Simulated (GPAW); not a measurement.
**Ir3Rh: band structure with LDA**

Crystal: Ir3Rh.

```xyz
4
Lattice="-1.9191 1.9191 3.8427 1.9191 -1.9191 3.8427 1.9191 1.9191 -3.8427" Properties=species:S:1:pos:R:3 pbc="T T T"
Ir    0.0000    0.0000    3.8427
Ir    1.9191    0.0000    1.9214
Ir    0.0000    1.9191    1.9214
Rh    0.0000    0.0000    0.0000
```

The cell comes from a database or a generator and needn't be the stable form of this composition.

```
Program             : GPAW 26.7.0
Task                : band structure
Functional          : LDA
Potentials or basis : the program's PAW data sets (release 1.2.1) made for this functional
Cutoff              : 600 eV
Basis               : pw
k mesh              : 7 × 7 × 7
Occupations         : fermi-dirac, width 0.05 eV
Spin                : no spin polarisation
Maxiter             : 150
Band path           : GXYSGZS1NPY1Z,XP
Band points         : 80
```

```
Pressure                : -13.1 GPa
Band gap along the path : none (metal or under the smearing width)
```

Stress tensor (GPa, compression positive):
```
-12.94   0.00   0.00
  0.00 -12.94   0.00
  0.00   0.00 -13.43
```

Levels at the corners of the path, in eV from the Fermi level:
```csv
point,band 27,band 28,band 29,band 30,band 31,band 32,band 33,band 34
Γ,-1.08,-1.08,0.84,1.10,1.36,1.36,1.68,2.09
X,-1.37,-1.13,-0.40,-0.26,0.69,0.77,0.92,1.00
Y,-1.49,-1.45,-0.87,-0.65,0.69,0.80,0.92,0.99
S,-1.66,-1.55,-1.11,-0.79,-0.77,0.16,1.38,1.77
Γ,-1.08,-1.08,0.84,1.10,1.36,1.36,1.68,2.09
Z,-0.37,-0.02,0.69,0.99,1.09,1.37,1.37,1.68
S1,-1.66,-1.55,-1.11,-0.79,-0.77,0.16,1.38,1.77
N,-1.65,-1.58,-1.56,-1.47,0.03,0.41,0.60,0.99
P,-2.57,-2.54,-0.05,-0.05,-0.02,0.23,2.01,2.35
Y1,-1.49,-1.45,-0.87,-0.65,0.69,0.80,0.92,0.99
Z,-0.37,-0.02,0.69,0.99,1.09,1.37,1.37,1.68
X,-1.37,-1.13,-0.40,-0.26,0.69,0.77,0.92,1.00
P,-2.57,-2.54,-0.05,-0.05,-0.02,0.23,2.01,2.35
```

It took 3.9 min on 1 thread of Arm Neoverse V2 (shared host), peak memory 0.51 GiB.

Caveat: spin-orbit coupling is left out, which moves the levels of the heavy elements.
